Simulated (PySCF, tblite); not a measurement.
# C₈H₁₁Cl: geometry, infrared bands and NMR shifts

Aim: predict the infrared bands and NMR shifts of C₈H₁₁Cl (`CC1=C/C(=C/Cl)CCC1`).

Programs: tblite 0.8.0 and PySCF 2.14.0, with density-fitted response routines of our own. Each step states its level of theory. These are calculated values for one molecule in the gas phase, unless marked as measured. Atoms are numbered from 0 throughout.

## 1. The molecule as given

20 atoms, charge 0, multiplicity 1; geometry from: force field or distance geometry start.

Bonds of the start (Å): C0–C1 1.51, C1–C2 1.33, C2–C3 1.47, C3–C4 1.34, C4–Cl5 1.72, C3–C6 1.52, C6–C7 1.53, C7–C8 1.53, C8–C1 1.51, C0–H9 1.09, C0–H10 1.09, C0–H11 1.09, C2–H12 1.09, C4–H13 1.08, C6–H14 1.09, C6–H15 1.10, C7–H16 1.10, C7–H17 1.10, C8–H18 1.09, C8–H19 1.09.

## 2. Geometry optimisation with GFN2-xTB

Job settings and geometry (Å):

```
{"job": {"kind": "relax", "xc": "GFN2-xTB", "basis": "xTB"}, "charge": 0, "multiplicity": 1}
C      2.597700     0.604300     0.297900
C      1.147800     0.218000     0.098200
C      0.165800     1.113800     0.141000
C     -1.241600     0.781000    -0.100100
C     -2.194500     1.696400     0.109600
Cl    -3.877800     1.466200    -0.153900
C     -1.506600    -0.637500    -0.564900
C     -0.559400    -1.635900     0.110000
C      0.902600    -1.260300    -0.112700
H      3.001200     0.109700     1.185700
H      3.177300     0.315000    -0.577500
H      2.702600     1.683900     0.438400
H      0.383200     2.164700     0.341600
H     -1.988100     2.708200     0.433200
H     -1.374200    -0.674100    -1.647500
H     -2.539500    -0.950700    -0.342600
H     -0.745200    -2.644100    -0.284900
H     -0.777500    -1.684800     1.182800
H      1.516800    -1.849800     0.572700
H      1.204400    -1.513300    -1.130300
```

Command:

```console
> OMP_NUM_THREADS=1 python probes_run.py task.json out
```

One launch serves the whole session: the jobs run in the order shown.

**Question.** This job is followed by: GFN2-xTB harmonic vibrations, gas phase; GIAO PBE0/pcSseg-1 NMR shielding, non-relativistic, gas phase. Predict these results of the whole session: strongest single infrared mode (GFN2-xTB); zero-point energy (GFN2-xTB); 13C shifts against TMS (PBE0/pcSseg-1); 1H shifts against TMS (PBE0/pcSseg-1, means over atoms taken as alike); 35Cl shifts against HCl (PBE0/pcSseg-1).

The runs gave:

| quantity | value |
| --- | --- |
| strongest single infrared mode (GFN2-xTB) | 2976 cm⁻¹, 65 km/mol |
| zero-point energy (GFN2-xTB) | 104.3 kcal/mol |
| 13C shifts against TMS (PBE0/pcSseg-1) | 147.3, 145.7, 128.7, 125.9, 34.6, 29.0, 27.3, 26.3 ppm |
| 1H shifts against TMS (PBE0/pcSseg-1, means over atoms taken as alike) | 6.09, 5.94, 2.48, 2.08, 1.93, 1.63 ppm |
| 35Cl shifts against HCl (PBE0/pcSseg-1) | 177 ppm |

The optimisation took 63 steps and gained 0.068 eV; among the close pairs (by a distance rule), C0–C1 changed most, from 1.514 to 1.494 Å. No mode is imaginary among the 54: a minimum at this level. The strongest single mode, at 2976 cm⁻¹, moves mainly H17 and H16. Unscaled tight-binding wavenumbers are off by several per cent, some by more. Its intensities can rank the bands wrongly. At PBE0/pcSseg-1: Shielding is most anisotropic at Cl5 (span 345 ppm, paramagnetic term -373 ppm).
